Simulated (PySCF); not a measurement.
# AsF4⁻ with other numerical set-ups

Which parts of the numerical set-up matter for AsF4⁻? Each run edits the base script.

Method: each script names its method and basis; program: PySCF 2.14.0.

## (1) The system as given

AsF4⁻: 5 atoms, charge -1, spin multiplicity 1.

Bond lengths: As1–F2 1.899 Å, As1–F3 1.777 Å, As1–F4 1.899 Å, As1–F5 1.777 Å. Angles: F2–As1–F3 86.3°, F2–As1–F4 168.9°, F2–As1–F5 86.3°, F3–As1–F4 86.3°, F3–As1–F5 97.9°, F4–As1–F5 86.3°.

As a file:

```csv
atom,x (Å),y (Å),z (Å)
As1,0.2635,0.2134,-0.0326
F2,1.0571,-0.8536,1.3237
F3,-1.1694,0.2799,1.0168
F4,-0.8152,1.0495,-1.3536
F5,-0.1093,-1.3154,-0.8587
```

## (2) The base run

input.py

```python
from pyscf import gto, scf, mp

mol = gto.M(
    atom='As 0.2635 0.2134 -0.0326; F 1.0571 -0.8536 1.3237; F -1.1694 0.2799 1.0168; F -0.8152 1.0495 -1.3536; F -0.1093 -1.3154 -0.8587',
    basis='cc-pvdz',
    charge=-1,
    spin=0,
    verbose=4,
)
mf = scf.RHF(mol)
mf.kernel()
mp.MP2(mf).kernel()
mf.dip_moment()
print('orbital energies (hartree):', mf.mo_energy[..., max(0, mol.nelec[1]-3):mol.nelec[0]+3].round(4))
```

Run with:

```bash
$ OMP_NUM_THREADS=1 python input.py
```

Its log is not repeated here.

## (3) Def2-svp

Edit 1 changes basis set: cc-pvdz → def2-svp.

Changes to input.py since step 2:

```diff
@@ -4,3 +4,3 @@
     atom='As 0.2635 0.2134 -0.0326; F 1.0571 -0.8536 1.3237; F -1.1694 0.2799 1.0168; F -0.8152 1.0495 -1.3536; F -0.1093 -1.3154 -0.8587',
-    basis='cc-pvdz',
+    basis='def2-svp',
     charge=-1,
```

## (4) Lanl2dz (core potential on)

Edit 2 changes basis set: cc-pvdz → lanl2dz; core potential: off → on. The core potential changes with it: totals don't compare.

Changes to input.py since step 2:

```diff
@@ -4,3 +4,4 @@
     atom='As 0.2635 0.2134 -0.0326; F 1.0571 -0.8536 1.3237; F -1.1694 0.2799 1.0168; F -0.8152 1.0495 -1.3536; F -0.1093 -1.3154 -0.8587',
-    basis='cc-pvdz',
+    basis='lanl2dz',
+    ecp={'As': 'lanl2dz'},
     charge=-1,
```

What does the calculation give? Wanted: for each run, E(SCF); from base; gap; after the SCF.

The runs gave:

```csv
run,E(SCF) (hartree),from base (eV),cycles,gap (eV),functions,after the SCF
base,-2632.048738,0,10,14.34,83,MP2 correlation -24.679 eV
def2-svp,-2631.456237,+16.1228,10,14.39,88,MP2 correlation -28.278 eV
lanl2dz (core potential on),-403.859977,not comparable,9,14.03,44,MP2 correlation -14.790 eV
```

What this shows: def2-svp (88 functions) gives an energy 16.12 eV higher than cc-pvdz (83); size alone doesn't order basis sets of different families.
